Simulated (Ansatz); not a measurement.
# Ga3Se: one candidate of a structure search

The task: take a trial cell of Ga3Se to zero force and stress.

Computed with Ansatz 0.2.0 (DFT PBE, scalar-relativistic, plane waves, PAW, unless a step's input says otherwise).

### 1 The starting structure

It takes space group Pm-3m (No. 221, cubic). Conventional cell: a = 4.163 Å, b = 4.163 Å, c = 4.163 Å, α = 90.00°, β = 90.00°, γ = 90.00°. Ga (site symmetry 4/mmm) is surrounded by 8 Ga at 2.94 Å and 4 Se at 2.94 Å. Se (site symmetry m-3m) is surrounded by 12 Ga at 2.94 Å.

Structure file:

```cif
data_structure
_symmetry_space_group_name_H-M 'Pm-3m'
_symmetry_Int_Tables_number 221
_cell_length_a 4.1629
_cell_length_b 4.1629
_cell_length_c 4.1629
_cell_angle_alpha 90.000
_cell_angle_beta 90.000
_cell_angle_gamma 90.000
_cell_volume 72.14
loop_
_atom_site_label
_atom_site_type_symbol
_atom_site_symmetry_multiplicity
_atom_site_Wyckoff_symbol
_atom_site_fract_x
_atom_site_fract_y
_atom_site_fract_z
_atom_site_occupancy
Ga1 Ga 3 c 0.50000 0.50000 0.00000 1
Se1 Se 1 a 0.00000 0.00000 0.00000 1
```

The cell is invented: species swapped into a database cell of SnPd3 (Pm-3m, No. 221), with Se on the Sn sites and Ga on the Pd sites. The dimensions are guesses.

### 2 The guess as it stands, on a coarse mesh

input.yaml

```yaml
crystal:
  lattice:
    - [4.16291486, 0.0, 0.0]
    - [0.0, 4.16291486, 0.0]
    - [0.0, 0.0, 4.16291486]
  atoms:
    - { symbol: Ga, position: [0.5, 0.5, 0.0] }
    - { symbol: Ga, position: [0.0, 0.5, 0.5] }
    - { symbol: Ga, position: [0.5, 0.0, 0.5] }
    - { symbol: Se, position: [0.0, 0.0, 0.0] }
basis:
  ecutwfc: 420
kpoints:
  mp_grid: { grid: [4, 4, 4] }
hamiltonian:
  xc: pbe
scf:
  occupations: { method: gaussian, width: 0.1 }
  lower_state_search: "off"
output:
  forces: true
  stress: true
  eigenvalues: true
```

On the command line:

```console
$ ansatz run input.yaml --threads 1 --pin off --max-ram 2560MiB --backend cpu --events-out ev --progress --plain --runs-dir out
```

The session goes on with these runs: coarse relaxation; relaxation on the finer mesh.

What does the calculation give? Wanted: conventional cell; volume; energy over the elements; gap on the mesh.

The runs gave:

| quantity | value |
| --- | --- |
| symmetry at the end (tolerance 0.05 Å) | space group Pm-3m (No. 221) |
| conventional cell | a = 4.409 Å, b = 4.409 Å, c = 4.409 Å, α = 90.00°, β = 90.00°, γ = 90.00° |
| volume | 21.43 Å³/atom |
| energy over the elements | -0.05 eV/atom |
| gap on the mesh | none (metal) |

The space group Pm-3m (No. 221) is kept, and the volume per atom grows by 18.8 % from the first guess. The formation energy of this structure is too near zero to say whether it is bound against the elements. No finished test with a distortion of lower symmetry is shown, so the end may be a saddle point. Spin polarisation is off in the runs that give these values; a magnetic solution could lie lower.
